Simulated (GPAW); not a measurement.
## MoI: relaxation of cell and atoms with PBE+U

MoI:

```
Mo I
1.0
     0.00000    3.17885    3.17885
     3.17885    0.00000    3.17885
     3.17885    3.17885    0.00000
Mo I
1 1
Direct
  0.00000 0.00000 0.00000
  0.75000 0.75000 0.75000
```

The cell was built by a generator and needn't be a form met in nature.

- Program: GPAW 26.7.0
- Task: relaxation of cell and atoms
- Functional: PBE
- Potentials or basis: GPAW PAW data sets (gpaw-data 1.2.1)
- Cutoff: 600 eV
- Basis: pw
- k mesh: 7 × 7 × 7
- Occupations: fermi-dirac, width 0.05 eV
- Spin: no spin polarisation
- Hubbard terms: Mo d U = 5 eV
- Maxiter: 150
- Optimizer: BFGS
- Fmax: 0.02 eV/Å
- Max steps: 60
- Convergence: density=1e-05 forces=0.0001

```yaml
Relaxed_volume: 34.39 Å³/atom
Relaxed_cell: a = 4.599 Å, b = 4.599 Å, c = 4.599 Å, α = 60.00°, β = 60.00°, γ = 60.00°
Space_group_after_relaxing_to_0.05_Å: F-43m (No. 216)
Energy_gained_by_relaxing: 19.9 meV/atom
Ionic_steps: 4
Pressure_after_relaxing: 0.1 GPa
Band_gap_on_the_k_mesh: none (metal or under the smearing width)
```

The path:
```csv
step,energy change (eV),largest force (eV/Å),pressure (GPa),volume (Å³)
1,0.0000,0.0000,3.11,64.25
2,-0.0148,0.0000,2.40,65.11
3,-0.0395,0.0000,0.28,68.32
4,-0.0397,0.0000,0.05,68.78
```

Final structure:
```cif
data_structure
_symmetry_space_group_name_H-M 'P 1'
_symmetry_Int_Tables_number 1
_cell_length_a 4.5988
_cell_length_b 4.5988
_cell_length_c 4.5988
_cell_angle_alpha 60.000
_cell_angle_beta 60.000
_cell_angle_gamma 60.000
_cell_volume 68.78
loop_
_atom_site_label
_atom_site_type_symbol
_atom_site_fract_x
_atom_site_fract_y
_atom_site_fract_z
_atom_site_occupancy
Mo1 Mo 0.00000 0.00000 0.00000 1
I1 I 0.75000 0.75000 0.75000 1
```

Levels at points of the mesh, in eV from the Fermi level:
| k point | band 6 | band 7 | band 8 | band 9 | band 10 | band 11 | band 12 | band 13 | band 14 | band 15 |
| --- | --- | --- | --- | --- | --- | --- | --- | --- | --- | --- |
| (0.00, 0.00, 0.00) | -5.13 | -5.13 | -5.13 | -3.94 | -3.94 | -0.53 | 3.07 | 3.07 | 3.07 | 4.32 |

Run time: 88 s on 1 thread of Arm Neoverse V1 (shared host), peak memory 0.21 GiB.

Caveat: later steps reuse the first step's grids; an odd number of electrons without spin polarisation forces a metal; a magnetic or distorted state may lie lower; U without spin polarisation on a metal has little footing. The run has no spin-orbit coupling, so splittings on I are missing.
